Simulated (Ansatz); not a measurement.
Runs of Ansatz 0.2.0 on NbSi. The structure is cubic, space group Pm-3m (No. 221). Conventional cell: a = 3.156 Å, b = 3.156 Å, c = 3.156 Å, α = 90.00°, β = 90.00°, γ = 90.00°. Nb (site symmetry m-3m) has 8 Si at 2.73 Å as nearest neighbours. Si (site symmetry m-3m) has 8 Nb at 2.73 Å as nearest neighbours. The cell was built by a generator and needn't be a form met in nature.

| task | level | U | cell | cutoff (eV) | hubbard projectors | double counting | gap on the mesh (eV) | pressure (GPa) | relaxed volume (Å³/atom) |
| --- | --- | --- | --- | --- | --- | --- | --- | --- | --- |
| relaxation of cell and atoms | r2SCAN+U | Nb d U = 5 eV | relaxed | 500 | ortho-atomic (the default) | fll (the default) | none | 0.0 | (b) |
| relaxation of cell and atoms | r2SCAN | - | relaxed | 500 | - | - | none | 0.0 | 15.55 |
| relaxation of cell and atoms | r2SCAN+U | Nb d U = 6 eV | relaxed | 500 | ortho-atomic (the default) | fll (the default) | none | 0.0 | 16.14 |
| relaxation of cell and atoms | r2SCAN+U | Nb d U = 8 eV | relaxed | 500 | ortho-atomic (the default) | fll (the default) | none | 0.0 | (c) |
| relaxation of cell and atoms | r2SCAN+U | Nb d U = 1 eV | relaxed | 500 | ortho-atomic (the default) | fll (the default) | none | 0.0 | (a) |
| relaxation of cell and atoms | r2SCAN+U | Nb d U = 2 eV | relaxed | 500 | ortho-atomic (the default) | fll (the default) | none | 0.0 | 15.63 |
| relaxation of cell and atoms | r2SCAN+U | Nb d U = 3 eV | relaxed | 500 | ortho-atomic (the default) | fll (the default) | none | 0.0 | 15.69 |
| single point | PBE | - | as given | 420 | - | - | none | -0.1 | - |

Alike in all rows: potentials or basis Ansatz PAW; no spin polarisation; k mesh 8 × 8 × 8; smearing fermi-dirac 0.05 eV.

Fill in the values left out.

(a) 15.58; (b) 15.96; (c) 17.03.

Caveats: the plane-wave basis is chosen anew once the cell has moved, so the energies of steps on either side of that aren't comparable (some runs); the PAW data sets come from PBE, with cores solved anew for the run's functional, which leaves a small shift of forces and pressure (some runs); U without spin polarisation on a metal has little footing (some runs); the U is typed as a test and isn't derived for this compound (some runs).

A k mesh can miss the band edges, and the runs leave out spin-orbit coupling on Nb.

A gap of «none» marks a metal or a gap under the smearing width.

Not every run made on this cell is shown here.
